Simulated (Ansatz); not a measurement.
# C2H5BN2: the cost of one run

Program: Ansatz 0.2.0, Gaussian basis. Level of theory: the settings change from run to run. These are calculated values, not measurements.

### 1 The molecule

The geometry comes from an earlier relaxation with PBE0-D4 in a triple-zeta def2 set; it is a stationary point, not always the lowest conformer.

SMILES `B1C=NCN1`, 10 atoms, charge 0, spin multiplicity 1.

Atoms are counted from 1 here; the program's logs count them from 0.

Bond lengths: B1–C2 1.571 Å, B1–N5 1.390 Å, B1–H6 1.191 Å, C2–N3 1.284 Å, C2–H7 1.089 Å, N3–C4 1.435 Å, C4–N5 1.446 Å, C4–H8 1.097 Å, C4–H9 1.097 Å, N5–H10 1.005 Å. Angles: C2–B1–N5 101.4°, C2–B1–H6 132.9°, N5–B1–H6 125.7°, B1–C2–N3 111.5°, B1–C2–H7 130.7°, N3–C2–H7 117.8°, C2–N3–C4 109.1°, N3–C4–N5 107.5°, N3–C4–H8 109.1°, N3–C4–H9 109.1°, N5–C4–H8 111.9°, N5–C4–H9 111.9°, H8–C4–H9 107.4°, B1–N5–C4 110.5°, B1–N5–H10 129.4°, C4–N5–H10 120.1°.

### 2 CAM-B3LYP/aug-cc-pVDZ

Options: charge -1, multiplicity 2, D4 dispersion, the search for lower states set to off.

Input file in.yaml:

```yaml
crystal:
  periodic: [false, false, false]
  atoms:
    - {symbol: B, position_ang: [0.103962, 1.134827, -0.457969]}
    - {symbol: C, position_ang: [1.183277, 0.509537, 0.497900]}
    - {symbol: N, position_ang: [0.868726, -0.685851, 0.845108]}
    - {symbol: C, position_ang: [-0.377890, -1.039709, 0.229827]}
    - {symbol: N, position_ang: [-0.812236, 0.094521, -0.555747]}
    - {symbol: H, position_ang: [0.012891, 2.193585, -0.995553]}
    - {symbol: H, position_ang: [2.111584, 0.923714, 0.887591]}
    - {symbol: H, position_ang: [-0.231004, -1.933919, -0.388357]}
    - {symbol: H, position_ang: [-1.102585, -1.297909, 1.011808]}
    - {symbol: H, position_ang: [-1.673525, 0.050104, -1.071708]}
basis:
  gaussian: {orbitals: aug-cc-pVDZ}
total_charge: -1
magnetization: {spin_polarized: true, initial_magnetization: 1}
hamiltonian: {xc: {name: CAM-B3LYP}, dispersion: d4}
scf: {lower_state_search: off}
```

On the command line:

```sh
> ansatz run in.yaml --threads 2 --pin off --events-out ev --progress --plain --max-ram 4352MiB
```

Q: Estimate wall time and peak memory on 2 threads of AMD EPYC, shared host.

About 24 s, with a peak of 0.58 GiB.
